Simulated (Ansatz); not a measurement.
# GeW (Fm-3m) in Ansatz: notebook

One crystal, GeW, is run at these levels: PBE, PBEsol; tasks: elastic constants, phonons.

Program: Ansatz 0.2.0. These are calculated values, not measurements. Logs are shortened: lines on timing, memory, paths and dates and some standing lists are left out, and cuts for length are marked.

### 1 The crystal as given

Symmetry: Fm-3m, No. 225, cubic system. Conventional cell: a = 5.155 Å, b = 5.155 Å, c = 5.155 Å, α = 90.00°, β = 90.00°, γ = 90.00°. Ge (site symmetry m-3m) has 6 W at 2.58 Å as nearest neighbours. W (site symmetry m-3m) has 6 Ge at 2.58 Å as nearest neighbours.

The cell was built by a generator and needn't be a form met in nature.

### 2 Elastic constants, PBE

Input file input.yaml:

```yaml
crystal:
  lattice:
    - [0.0, 2.57761, 2.57761]
    - [2.57761, 0.0, 2.57761]
    - [2.57761, 2.57761, 0.0]
  atoms:
    - { symbol: Ge, position: [0.5, 0.5, 0.5] }
    - { symbol: W, position: [0.0, 0.0, 0.0] }
hamiltonian:
  xc: pbe
  pseudopotentials: { kind: paw }
kpoints:
  mp_grid: { grid: [7, 7, 7] }
scf:
  occupations: { method: fermi_dirac, width: 0.05 }
output:
  forces: true
  stress: true
elastic:
  mode: relaxed_ion
  stencil: two_point
```

Potentials or basis: Ansatz PAW.

Launch:

```bash
$ ansatz run input.yaml --threads 2 --pin off --max-ram 5632MiB --backend cpu --events-out ev --progress --plain --runs-dir out
```

Log:

```text
Warning: RAYON_NUM_THREADS=2 ignored (pool sized by the plan → 2); use --threads N
Engine: ansatz 0.2.0, x86_64-unknown-linux-gnu
Pseudopotentials: kind: paw
Pseudopotential: Ge, paw, valence charge 14, recommended cutoff 420 eV (normal), Ge.paw.azcp
Pseudopotential: W, paw, valence charge 14, recommended cutoff 420 eV (normal), W.paw.azcp
Functional definition: PBE
  parameter kappa = 0.804
  parameter beta = 0.06672455060314922
  exchange = pbe_x(kappa = kappa, mu = beta*pi^2/3)
  correlation = pbe_c(beta = beta)
Crystal: 2 atoms, lattice volume = 34.252 Å³
Basis set: ecut = 420 eV, 645 PW (Γ), exchange–correlation on 50×50×50 points (8 copies of the dense FFT grid, shifted against one another)
Bands: 18, of which v1, the nominal top of the filled ones, is band 14 counted from 1 (13 counted from 0)
Symmetry: 48 space group operations
Space group: Fm-3m (ITA 225), of the structure as read, at distance tolerance 3.2e-5 Å
k-points: 20 of 343
Non-local potential: Ge, projectors of the file, l = 0: 2, l = 1: 2, l = 2: 3, l = 3: 1
Non-local potential: W, projectors of the file, l = 0: 3, l = 1: 2, l = 2: 2, l = 3: 1
PAW form: soft (Blöchl's): semilocal exchange-correlation on the pseudo side does not see the compensation charge
PAW one-centre angular grid: Ge, 590 points (default); XC on 64 Gauss nodes
PAW one-centre angular grid: W, 590 points (default); XC on 64 Gauss nodes
Initial density: superposition of atomic densities (neutral atoms: chi_scale 0, normalization atom), corrected by the library's trained network
Initial wavefunctions: pseudopotential atomic-orbital guess
Functional: x = pbe(κ = 0.804, μ = 0.2195149727645171), c = pbe(β = 0.06672455060314922)
SCF iter   1: F=—  HF=-14678.070907 eV  |F-HF|=—  |Δ(HF+E_count)|=         —  Δρ=4.89e-3  dr2=9.26e-3  ethr=1.77e-3  ⟨swp⟩=5.8  Hψ=1779  notcnv=0
preconditioner: auto → Kerker (q_TF=auto, 2.638 Å⁻¹)  [metal: Δε(μ)=0.032 eV  Ē_g=16.915 eV  σ=0.050 eV  W_gap=0.16  n_scr=14 (ndim 8)  ℏωp=28.4 eV  f_vac=0.000  D(μ)=2.81/eV (n_scr^D=26)]
SCF iter   2: F=—  HF=-14678.069602 eV  |F-HF|=—  |Δ(HF+E_count)|=   1.31e-3  Δρ=2.39e-3  dr2=1.65e-3  ethr=3.31e-5  ⟨swp⟩=1.2  Hψ=531  notcnv=0
SCF iter   3: F=—  HF=-14678.069543 eV  |F-HF|=—  |Δ(HF+E_count)|=   5.82e-5  Δρ=5.77e-4  dr2=6.07e-5  ethr=5.90e-6  ⟨swp⟩=2.0  Hψ=443  notcnv=0
SCF iter   4: F=—  HF=-14678.069561 eV  |F-HF|=—  |Δ(HF+E_count)|=   1.79e-5  Δρ=1.79e-4  dr2=8.74e-6  ethr=2.17e-7  ⟨swp⟩=2.1  Hψ=551  notcnv=0
SCF iter   5: F=—  HF=-14678.069553 eV  |F-HF|=—  |Δ(HF+E_count)|=   8.42e-6  Δρ=5.52e-5  dr2=8.84e-7  ethr=3.12e-8  ⟨swp⟩=2.0  Hψ=540  notcnv=0
SCF iter   6: F=—  HF=-14678.069553 eV  |F-HF|=—  |Δ(HF+E_count)|=   5.42e-7  Δρ=1.15e-5  dr2=3.83e-8  ethr=3.16e-9  ⟨swp⟩=2.8  Hψ=614  notcnv=0
SCF iter   7: F=—  HF=-14678.069553 eV  |F-HF|=—  |Δ(HF+E_count)|=   4.61e-9  Δρ=2.90e-6  dr2=2.38e-9  ethr=1.37e-10  ⟨swp⟩=2.0  Hψ=521  notcnv=0
SCF iter   8: F=—  HF=-14678.069553 eV  |F-HF|=—  |Δ(HF+E_count)|=  9.50e-10  Δρ=4.66e-7  dr2=4.81e-11  ethr=8.49e-12  ⟨swp⟩=2.5  Hψ=544  notcnv=0
SCF iter   9: F=—  HF=-14678.069553 eV  |F-HF|=—  |Δ(HF+E_count)|=  5.82e-11  Δρ=6.67e-8  dr2=1.47e-12  ethr=1.72e-13 (applied; sched 1.00e-12)  ⟨swp⟩=2.7  Hψ=589  notcnv=0
SCF iter  10: F=-14678.069553 eV  HF=-14678.069553 eV  |F-HF|=3.64e-12  |Δ(HF+E_count)|=  7.28e-12  Δρ=8.98e-9  dr2=1.93e-14  ethr=1.00e-12  ⟨swp⟩=5.0  Hψ=1272  notcnv=0
SCF 1 converged in 10 iterations: F = -14678.069553 eV  dr2 = 1.93e-14
Crystal: 2 atoms, lattice volume = 34.183 Å³
Symmetry: 16 space group operations
k-points: 40 of 343
Initial density: handed on by an earlier stage of this run
Initial wavefunctions: those handed on with the density
iter 1 solved again at ethr=1.19e-7 eV; its pass at ethr=3.10e-3 eV (dr2=3.33e-5 eV) is discarded
SCF iter   1: F=—  HF=-14678.069423 eV  |F-HF|=—  |Δ(HF+E_count)|=         —  Δρ=3.50e-4  dr2=5.27e-5  ethr=1.19e-7  ⟨swp⟩=2.0  Hψ=3840  notcnv=0
preconditioner: auto → Kerker (q_TF=auto, 2.639 Å⁻¹)  [metal: Δε(μ)=0.020 eV  Ē_g=16.877 eV  σ=0.050 eV  W_gap=0.10  n_scr=14 (ndim 8)  ℏωp=28.4 eV  f_vac=0.000  D(μ)=2.87/eV (n_scr^D=26)]
SCF iter   2: F=—  HF=-14678.069408 eV  |F-HF|=—  |Δ(HF+E_count)|=   1.43e-5  Δρ=2.10e-4  dr2=1.91e-5  ethr=1.19e-7  ⟨swp⟩=1.0  Hψ=721  notcnv=0
SCF iter   3: F=—  HF=-14678.069403 eV  |F-HF|=—  |Δ(HF+E_count)|=   5.40e-6  Δρ=3.11e-5  dr2=2.64e-7  ethr=6.83e-8  ⟨swp⟩=2.2  Hψ=922  notcnv=0
SCF iter   4: F=—  HF=-14678.069399 eV  |F-HF|=—  |Δ(HF+E_count)|=   4.39e-6  Δρ=1.34e-5  dr2=4.28e-8  ethr=9.44e-10  ⟨swp⟩=2.0  Hψ=1116  notcnv=0
SCF iter   5: F=—  HF=-14678.069399 eV  |F-HF|=—  |Δ(HF+E_count)|=   3.83e-8  Δρ=4.08e-6  dr2=3.56e-9  ethr=1.53e-10  ⟨swp⟩=2.0  Hψ=1112  notcnv=0
SCF iter   6: F=—  HF=-14678.069399 eV  |F-HF|=—  |Δ(HF+E_count)|=  3.27e-10  Δρ=8.91e-7  dr2=2.45e-10  ethr=1.27e-11  ⟨swp⟩=2.6  Hψ=1101  notcnv=0
SCF iter   7: F=—  HF=-14678.069399 eV  |F-HF|=—  |Δ(HF+E_count)|=  2.18e-11  Δρ=1.22e-7  dr2=2.69e-12  ethr=8.75e-13 (applied; sched 1.00e-12)  ⟨swp⟩=2.0  Hψ=1028  notcnv=0
[... 20 lines left out ...]
SCF iter   3: F=—  HF=-14678.069541 eV  |F-HF|=—  |Δ(HF+E_count)|=   2.47e-8  Δρ=4.43e-6  dr2=2.05e-9  ethr=2.85e-9  ⟨swp⟩=1.0  Hψ=1152  notcnv=0
SCF iter   4: F=—  HF=-14678.069541 eV  |F-HF|=—  |Δ(HF+E_count)|=  8.53e-10  Δρ=1.56e-6  dr2=5.09e-10  ethr=7.31e-12  ⟨swp⟩=2.0  Hψ=1870  notcnv=0
SCF iter   5: F=—  HF=-14678.069541 eV  |F-HF|=—  |Δ(HF+E_count)|=  4.29e-10  Δρ=5.27e-7  dr2=6.27e-11  ethr=1.82e-12  ⟨swp⟩=2.0  Hψ=1777  notcnv=0
SCF iter   6: F=—  HF=-14678.069541 eV  |F-HF|=—  |Δ(HF+E_count)|=  1.64e-11  Δρ=1.39e-7  dr2=3.56e-12  ethr=2.24e-13 (applied; sched 1.00e-12)  ⟨swp⟩=2.1  Hψ=1434  notcnv=0
SCF iter   7: F=-14678.069541 eV  HF=-14678.069541 eV  |F-HF|=5.46e-12  |Δ(HF+E_count)|=  3.64e-12  Δρ=2.01e-8  dr2=9.09e-14  ethr=1.00e-12  ⟨swp⟩=3.2  Hψ=4209  notcnv=0
SCF 4 converged in 7 iterations: F = -14678.069541 eV  dr2 = 9.09e-14
iter 1 solved again at ethr=4.23e-12 eV; its pass at ethr=3.10e-3 eV (dr2=1.18e-9 eV) is discarded
SCF iter   1: F=—  HF=-14678.069544 eV  |F-HF|=—  |Δ(HF+E_count)|=         —  Δρ=4.41e-6  dr2=1.29e-9  ethr=4.23e-12  ⟨swp⟩=2.7  Hψ=6458  notcnv=0
SCF iter   2: F=—  HF=-14678.069541 eV  |F-HF|=—  |Δ(HF+E_count)|=   2.76e-6  Δρ=2.50e-6  dr2=4.78e-10  ethr=4.23e-12  ⟨swp⟩=2.9  Hψ=2407  notcnv=0
SCF iter   3: F=—  HF=-14678.069541 eV  |F-HF|=—  |Δ(HF+E_count)|=  1.75e-10  Δρ=6.65e-7  dr2=2.69e-11  ethr=1.71e-12  ⟨swp⟩=3.0  Hψ=2192  notcnv=0
SCF iter   4: F=—  HF=-14678.069541 eV  |F-HF|=—  |Δ(HF+E_count)|=  5.46e-12  Δρ=1.10e-7  dr2=2.39e-12  ethr=9.61e-14 (applied; sched 1.00e-12)  ⟨swp⟩=2.8  Hψ=2267  notcnv=0
SCF iter   5: F=—  HF=-14678.069541 eV  |F-HF|=—  |Δ(HF+E_count)|=  5.46e-12  Δρ=2.67e-8  dr2=1.24e-13  ethr=8.55e-15 (applied; sched 1.00e-12)  ⟨swp⟩=2.0  Hψ=1738  notcnv=0
SCF iter   6: F=-14678.069541 eV  HF=-14678.069541 eV  |F-HF|=1.82e-12  |Δ(HF+E_count)|=  1.82e-12  Δρ=3.61e-9  dr2=1.36e-15  ethr=1.00e-12  ⟨swp⟩=4.0  Hψ=3808  notcnv=0
SCF 5 converged in 6 iterations: F = -14678.069541 eV  dr2 = 1.36e-15
SCF converged after 10 iterations
Free energy (F): -14678.069553 eV
Harris-Foulkes:  -14678.069553 eV  (|F-HF|=3.64e-12)
Internal energy: -14678.048482 eV  (E = F + TS)
E sigma→0 (E₀):  -14678.059018 eV
Entropy (-TS):   -0.021071 eV (-10.536 meV/atom)
Fermi energy:    16.640357 eV
--- Per-component energies (eV) ---
  E_band       = -203.117181
  E_kinetic    = 562.392169
  E_local      = -2815.695621  (includes V_loc(G=0)·N_el)
  E_nonlocal   = 422.106130
  E_hartree    = 1185.530644
  E_xc         = -342.017959
  E_vxc        = -302.900349  (∫ρ·V_xc dr)
  E_paw        = -10583.691181  (= ΣΔE_a)
  E_vpaw       = -440.081078  (= ΣTr[D̂ρ^β])
  E_aug_tail   = 0.000282  (compensation charges beyond the density's cutoff)
  E_ewald      = -3106.672946
  E_smearing   = -0.021071  (= −TS)
  E_closure    = 0.000000  (closes the sum)
  Σ components = -14678.069553   (vs F -14678.069553, Δ=0.00e0)
--- Forces (eV/Å), atoms counted from 1 ---
  atom   1  Ge     0.00000000    -0.00000000    -0.00000000
  atom   2  W     -0.00000000     0.00000000    -0.00000000
  max |Σ_I F_I| component: 4.27e-29 eV/Å
--- Stress (GPa, compression-positive) ---
        0.009192       0.000000      -0.000000
        0.000000       0.009192      -0.000000
        0.000000      -0.000000       0.009192
  P = ⅓ Tr σ = 0.0092 GPa (0.092 kbar)
--- Band table (eV; the first three rows and the last of 20) ---
  k-point 0: bands = ["-57.7953", "-22.0270", "-22.0270", "-22.0270", "-7.8379", "-7.8379", "-7.7785", "-7.7785", "-7.7785", "4.2808", "15.0028", "15.0028", "15.0028", "15.7402", "15.7402", "19.0369", "19.0369", "19.0369"]
  k-point 1: bands = ["-57.7947", "-22.0465", "-22.0305", "-22.0305", "-7.8308", "-7.8308", "-7.7768", "-7.7755", "-7.7755", "4.6779", "14.2569", "14.6808", "14.6808", "15.4837", "15.4837", "18.2297", "20.3519", "20.3519"]
  k-point 2: bands = ["-57.7933", "-22.0899", "-22.0384", "-22.0384", "-7.8151", "-7.8151", "-7.7727", "-7.7686", "-7.7686", "5.8068", "12.3324", "13.5940", "13.5940", "16.1835", "16.1835", "17.6511", "22.6735", "22.6735"]
  k-point 19: bands = ["-57.7911", "-22.0947", "-22.0911", "-22.0634", "-7.8290", "-7.8072", "-7.7723", "-7.7649", "-7.7536", "7.5343", "11.8391", "12.4807", "13.2921", "16.6218", "17.3214", "18.3114", "18.4282", "20.1218"]
--- Elastic constants: 2 strain directions × 2 members + reference (group order 48) ---
  dense FFT box of the reference and of every strained cell: 25×25×25
  strains applied: 11, 23; error gains: componentwise 1.00 (the most a stress slope's error grows in a printed constant), spectral 1.73 (1 for all six strains in a standard setting)
  C = ∂σ_k/∂η_j (tension-positive GPa; Voigt order 11 22 33 23 13 12):
       322.623     95.946     95.946      0.000      0.000     -0.000
        95.946    322.623     95.946     -0.000      0.000      0.000
        95.946     95.946    322.623     -0.000     -0.000      0.000
        -0.000      0.000      0.000      3.284     -0.000     -0.000
        -0.000      0.000      0.000      0.000      3.284      0.000
        -0.000      0.000      0.000     -0.000     -0.000      3.284
  reference stress σ⁰ (GPa):     -0.009     -0.009     -0.009      0.000     -0.000     -0.000
  C* (energy form; C + prestress term) asymmetry max|C*_kj − C*_jk| = 5.684e-14 GPa — a small one proves nothing (zero by symmetry where the batch's group is 432, −43m or m−3m); a large one is finite-difference/SCF noise where every solve meets its electron count
  moduli (Voigt/Reuss/Hill, GPa): K = 171.50/171.50/171.50   G = 47.31/5.37/26.34   E = 75.17   ν = 0.427
  mechanically stable: yes (min eigenvalue of sym C = 3.28 GPa)
  strain η (Voigt 11):  stress-route row diagonal C_11 = 322.62 GPa, energy-path curvature d²(F+E_count+ΔE)/dδ²/Ω₀ = 322.26 GPa
         δ    σ_11 (GPa)             F (eV)   n_scf  n_hpsi   n_pw
    -2.000e-3      -0.6631      -14678.0693986       9   13693    676   relax 0 steps, max|allowed force component| 9.47e-30 eV/Å
     2.000e-3       0.6274      -14678.0694063       7   11689    681   relax 0 steps, max|allowed force component| 8.28e-30 eV/Å
  strain η (Voigt 23):  stress-route row diagonal C_44 = 3.28 GPa, energy-path curvature d²(F+E_count+ΔE)/dδ²/Ω₀ = 3.30 GPa
         δ    σ_23 (GPa)             F (eV)   n_scf  n_hpsi   n_pw
    -2.000e-3      -0.0066      -14678.0695413       7   18651    678   relax 0 steps, max|allowed force component| 2.52e-29 eV/Å
     2.000e-3       0.0066      -14678.0695413       6   19766    678   relax 0 steps, max|allowed force component| 2.68e-29 eV/Å
```

Run time: 3.8 s. Hardware: 2 threads of Intel Xeon Platinum 8375C at 2.90GHz (Ice Lake), shared host; peak memory 0.43 GiB.

Results:

```
Free energy                     : -14678.0696 eV
Pressure                        : 0.0 GPa
Band gap on the k mesh          : none (metal or under the smearing width)
Elastic constants C11, C12, C44 : 323, 96, 3 GPa
Voigt bulk modulus              : 172 GPa
```

Levels at points of the mesh, in eV from the Fermi level:
```
           k point  band 10  band 11  band 12  band 13  band 14  band 15  band 16  band 17  band 18
(0.00, 0.00, 0.00)   -12.36    -1.64    -1.64    -1.64    -0.90    -0.90     2.40     2.40     2.40
```

Elastic tensor in Voigt notation (GPa, in the Cartesian axes of the cell as first typed):
```
323  96  96   0   0   0
 96 323  96   0   0   0
 96  96 323   0   0   0
  0   0   0   3   0   0
  0   0   0   0   3   0
  0   0   0   0   0   3
```

Caveat: elastic constants of metals need much finer meshes, so these are rough. Spin-orbit coupling is left out, which matters for the levels of W.

(Continued in part 2 of 2.)
